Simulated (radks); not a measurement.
**S¹⁵⁺ in 2p1: an all-electron calculation**

What are the levels of the sulfur ion S15+, how large are its shells, and how does its energy divide?

Method: non-relativistic Kohn-Sham, r2SCAN, spin-polarised, spherical densities, point nucleus; open shells are filled with parallel spins first. Code: radks (a radial shooting solver on a logarithmic mesh, Libxc functionals) version 1.

## Step 1: The atom as given

- element: sulfur (Z = 16)
- charge: +15
- electrons: 1
- configuration: 2p1

The outer shells:

S¹⁵⁺
```
2p [↑ ][  ][  ]
```

## Step 2: The run

The run's settings:

```text
Z 16
configuration 2p1 1s0 3p0 3d0
relativity non-relativistic
functional r2scan,r2scan
spin polarised
nucleus point
```

What does the calculation give?

As calculated:

| quantity | value |
| --- | --- |
| total energy | -31.75233 hartree |
| exchange-correlation share of it | 3.78 % |
| −T/E | 0.9994 |
| highest occupied level | 2p up, -837.51 eV |
| most extended occupied level | 2p up, <r> = 0.314 bohr |
| radius at density 0.001 e/bohr³ | 0.936 bohr |
| maxima of the radial density | 1 |

What this shows: 1 principal shells are occupied and 1 maxima appear in the radial density. The ratio −T/E is 0.9994; for a non-relativistic Coulomb system it is 1 up to the kinetic part of correlation. This is not the tabulated ground configuration, so its levels and sizes aren't those of the ground state, and no measured value stands beside it.
